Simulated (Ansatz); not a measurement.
# LiSm: the cost of one run

Program: Ansatz 0.2.0. Level of theory: DFT PBE, scalar-relativistic, plane waves, PAW; 4f electrons in the core of a trivalent norm-conserving potential. These are calculated values, not measurements.

1 further run of the same task is left out (it didn't finish). Runs told in other sessions of the task aren't counted.

## (1) Starting point

The structure is cubic, space group Fd-3m (No. 227). Conventional cell: a = 6.911 Å, b = 6.911 Å, c = 6.911 Å, α = 90.00°, β = 90.00°, γ = 90.00°. Li (site symmetry -43m) has 4 Li at 2.99 Å and 4 Sm at 2.99 Å in its first shell of neighbours. Around Sm (site symmetry -43m) lie 4 Sm at 2.99 Å and 4 Li at 2.99 Å.

Structure file:

```xyz
4
Lattice="0.0000 3.4557 3.4557 3.4557 0.0000 3.4557 3.4557 3.4557 0.0000" Properties=species:S:1:pos:R:3 pbc="T T T"
Li    0.0000    0.0000    0.0000
Li    1.7279    1.7279    1.7279
Sm    3.4557    3.4557    3.4557
Sm    5.1836    5.1836    5.1836
```

The cell is invented: species swapped into a database cell of NaIn (Fd-3m, No. 227), with Li on the Na sites and Sm on the In sites. Its size is a rough estimate.

## (2) The guess as it stands, on a coarse mesh

input.yaml reads:

```yaml
crystal:
  lattice:
    - [0.0, 3.45574719, 3.45574719]
    - [3.45574719, 0.0, 3.45574719]
    - [3.45574719, 3.45574719, 0.0]
  atoms:
    - { symbol: Li, position: [0.0, 0.0, 0.0] }
    - { symbol: Li, position: [0.25, 0.25, 0.25] }
    - { symbol: Sm, position: [0.5, 0.5, 0.5] }
    - { symbol: Sm, position: [0.75, 0.75, 0.75] }
basis:
  ecutwfc: 690
kpoints:
  mp_grid: { grid: [4, 4, 4] }
hamiltonian:
  xc: pbe
  pseudopotentials:
    kind: paw
    azcp: { Sm: "pseudopotentials/pbe/nc/lanthanide_3plus/Sm.nc.azcp" }
scf:
  occupations: { method: gaussian, width: 0.1 }
  lower_state_search: "off"
output:
  forces: true
  stress: true
  eigenvalues: true
```

Started as:

```bash
$ ansatz run input.yaml --threads 1 --pin off --max-ram 2560MiB --backend cpu --events-out ev --progress --plain --runs-dir out
```

**Question.** How long does this run take on 1 thread of Arm Neoverse V1, shared host, and how much memory does it need?

About 2.1 s, with a peak of 0.34 GiB.
